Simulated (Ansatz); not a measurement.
# GeS (germanium sulfide): CCSDT(Q)/STO-3G

Aim: the vertical electron affinity of GeS (germanium sulfide) at CCSDT(Q)/STO-3G, from 2 runs. 

Program for the calculation: Ansatz 0.2.0.

58 further runs of the same task are left out: 29 that didn't finish, 29 set aside as unsound or not needed.

## (1) The molecule

GeS: 2 atoms, total charge 0, spin state singlet. SMILES: `[S+]#[Ge-]`. Geometry: the measured bond length.

Bond lengths: S1–Ge2 2.012 Å.

## (2) A single-point energy at CCSDT(Q)/STO-3G

File molecule.yaml:

```yaml
crystal:
  periodic: [false, false, false]
  atoms:
    - {symbol: S, position_ang: [0.000000, 0.000000, 0.000000]}
    - {symbol: Ge, position_ang: [0.000000, 0.000000, 2.012086]}
basis:
  gaussian:
    orbitals: STO-3G
correlation:
  method: ccsdt_q
  frozen_orbitals: {Ge: 9, S: 5}
accuracy: high
scf:
  omitted_lower_state_checks: [cluster_reference, increment]
```

Launch:

```sh
ansatz run molecule.yaml --threads 1 --pin off --max-ram 2610MiB --events-out events.jsonl --progress --plain --runs-dir runs
```

The program printed, shortened:

```text
Warning: RAYON_NUM_THREADS=1 ignored (pool sized by the plan → 1); use --threads N
Functional definition: HF
  name "HF"
[...]
374 factors; integrals over basis functions are off by at most 1.1e-8 eV
[...]
mean field -66529.32124732 eV, -2444.9074606456 hartree, gradient 3.0e-8 eV, S^2 0.000000; 0 other end points of the search recorded, 0 dependent functions left out; unrestricted orbitals would lower it
14 core orbitals not correlated: weight in the atoms' cores, before any rotation towards them, 1.000 or more for the frozen orbitals, at most 0.000 for the correlated occupied ones
reference -66529.32124732 eV, -2444.9074606456 hartree; 10, 10 occupied and 3, 3 virtual orbitals, 374 factors
second order -2.64977736 eV of doubles, -0.00000000 eV of singles
cycle   1  -2.28402808 eV  change    3.7e-1 eV  update   2.0e-1
[...]
cycle  26  -2.94195711 eV  change   7.4e-10 eV  update   1.6e-9
perturbative correction 0.02177971 eV, 0.0008003896 hartree
Total energy: -66532.24142472 eV, -2445.0147751856 hartree
Checks for a lower state left out: cluster_reference, increment
```

Run time: 0.85 s. Hardware: 1 thread of Arm Neoverse V1, shared host.

## (3) The doublet anion, same level

File in.yaml:

```yaml
crystal:
  periodic: [false, false, false]
  atoms:
    - {symbol: S, position_ang: [0.000000, 0.000000, 0.000000]}
    - {symbol: Ge, position_ang: [0.000000, 0.000000, 2.012086]}
basis:
  gaussian: {orbitals: STO-3G}
total_charge: -1
magnetization: {spin_polarized: true, initial_magnetization: 1}
correlation: {method: ccsdt_q, frozen_orbitals: {Ge: 9, S: 5}}
accuracy: high
scf: {omitted_lower_state_checks: [cluster_reference, increment]}
```

Launch:

```sh
ansatz run in.yaml --threads 1 --pin off --max-ram 2610MiB --events-out events.jsonl --progress --plain --runs-dir runs
```

The program printed, shortened:

```text
Warning: RAYON_NUM_THREADS=1 ignored (pool sized by the plan → 1); use --threads N
Functional definition: HF
  name "HF"
[...]
374 factors; integrals over basis functions are off by at most 1.1e-8 eV
[...]
mean field -66524.13025084 eV, -2444.7166950435 hartree, gradient 9.2e-9 eV, S^2 1.042122; 9 other end points of the search recorded, 0 dependent functions left out
14 core orbitals not correlated: weight in the atoms' cores, before any rotation towards them, 1.000 or more for the frozen orbitals, at most 0.000 for the correlated occupied ones
reference -66524.13025084 eV, -2444.7166950435 hartree; 11, 10 occupied and 2, 3 virtual orbitals, 374 factors
second order -1.08801398 eV of doubles, -0.00000000 eV of singles
cycle   1  -1.26099219 eV  change   -1.7e-1 eV  update   8.9e-2
[...]
cycle  36  -1.78059193 eV  change    1.7e-9 eV  update  8.8e-10
perturbative correction 0.00154263 eV, 0.0000566905 hartree
Total energy: -66525.90930014 eV, -2444.7820738994 hartree
Checks for a lower state left out: cluster_reference, increment
```

Run time: 5.1 s. Hardware: 1 thread of Arm Neoverse V1, shared host; peak memory 0.21 GiB.

## (4) Summary of results

Level: CCSDT(Q)/STO-3G, 14 core orbitals frozen.

| quantity | value |
| --- | --- |
| singlet GeS: total energy | -2445.01478 Eh |
| singlet GeS: correlation energy (14 core orbitals frozen) | -107.3 mEh |
| singlet GeS: T1 diagnostic | 0.023 |
| doublet anion: total energy | -2444.78207 Eh |
| doublet anion: correlation energy (14 core orbitals frozen) | -65.4 mEh |
| doublet anion: ⟨S²⟩ of the reference determinant | 1.042 |
| doublet anion: T1 diagnostic | 0.049 |
| vertical electron affinity (to the doublet anion) | -6.332 eV |

The anion lies 6.33 eV (611 kJ/mol) above the neutral: the electron isn't bound at this level, and such a value depends on the basis. Without diffuse functions anions come out too high. In a minimal basis such a difference can be off by several eV, whatever the method. The T1 diagnostic (singlet GeS) of 0.023 is above the customary mark for such species, so a single reference may not serve. The restricted solution (singlet GeS) is unstable to spin breaking: an unrestricted one lies lower. ⟨S²⟩ (doublet anion) is 1.04 where a pure doublet has 0.75: the reference is spin-contaminated. The T1 diagnostic (doublet anion) of 0.049 is above the customary mark for such species, so a single reference may not serve.
